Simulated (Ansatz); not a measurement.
Born–Oppenheimer molecular dynamics of a periodic cell of 16 atoms, C (start crystal C, start structure diamond, volume 1.05 times the crystal's). It starts from a structure without forces on its atoms.

These are results of DFT r2SCAN, scalar-relativistic, plane waves, PAW in Ansatz 0.2.0, not measurements. Settings: cutoff 500 eV, k mesh 4x4x4, fermi-dirac smearing 0.24 eV, no spin polarisation.

* ensemble: NVT, Langevin thermostat
* time step: 1.12 fs
* steps asked: 30
* set temperature: 2800 K
* friction: 0.02 /fs
* seed: 824056

First frame:

```xyz
16
Lattice="0.0000 3.6285 3.6285 3.6285 0.0000 3.6285 3.6285 3.6285 0.0000" Properties=species:S:1:pos:R:3
C 0.000 0.000 0.000
C 0.907 0.907 0.907
C 1.814 1.814 0.000
C 2.721 2.721 0.907
C 1.814 0.000 1.814
C 2.721 0.907 2.721
C 3.628 1.814 1.814
C 4.536 2.721 2.721
C 0.000 1.814 1.814
C 0.907 2.721 2.721
C 1.814 3.628 1.814
C 2.721 4.536 2.721
C 1.814 1.814 3.628
C 2.721 2.721 4.536
C 3.628 3.628 3.628
C 4.536 4.536 4.536
```

What does the run give?

All steps were run.

| Quantity | Value |
| --- | --- |
| steps done | 30 |
| time covered | 33.6 fs |
| mean temperature over the second half | 1724 K |
| spread of the potential energy over the second half | 42.2 meV per atom |
| mean potential energy of the second half above the start | 306.0 meV per atom |

The mean temperature of the second half is 38 % below the set value. A run of 0.034 ps of so small a system gives no equilibrium averages.

What happens to the structure?

Mean squared displacements from the first frame to the last, about the centre of mass: C 0.02 Å². Another seed would give other details.

How do temperature and energy run in time?


| time (fs) | T (K) | potential energy less start (eV) |
| --- | --- | --- |
| 0.0 | 2625 | 0.000 |
| 1.1 | 2481 | 0.252 |
| 2.2 | 2335 | 0.963 |
| 3.4 | 1772 | 1.968 |
| 4.5 | 1221 | 3.014 |
| 5.6 | 829 | 3.925 |
| 6.7 | 712 | 4.584 |
| 7.8 | 712 | 4.927 |
| 9.0 | 917 | 4.904 |
| 10.1 | 1060 | 4.654 |
| 11.2 | 1353 | 4.326 |
| 12.3 | 1989 | 3.887 |
| 13.4 | 2378 | 3.437 |
| 14.6 | 2542 | 3.175 |
| 15.7 | 2500 | 3.220 |
| 16.8 | 2269 | 3.530 |
| 17.9 | 2215 | 3.940 |
| 19.0 | 2020 | 4.381 |
| 20.2 | 1651 | 4.849 |
| 21.3 | 1456 | 5.318 |
| 22.4 | 1479 | 5.689 |
| 23.5 | 1274 | 5.870 |
| 24.6 | 1279 | 5.837 |
| 25.8 | 1453 | 5.637 |
| 26.9 | 1617 | 5.355 |
| 28.0 | 1659 | 5.089 |
| 29.1 | 1694 | 4.894 |
| 30.2 | 1893 | 4.713 |
| 31.4 | 1875 | 4.555 |
| 32.5 | 1789 | 4.429 |
| 33.6 | 1955 | 4.245 |

Time of the run: 8.7 min on 2 threads of Arm Neoverse V2, on a shared host, peak memory 0.73 GiB.
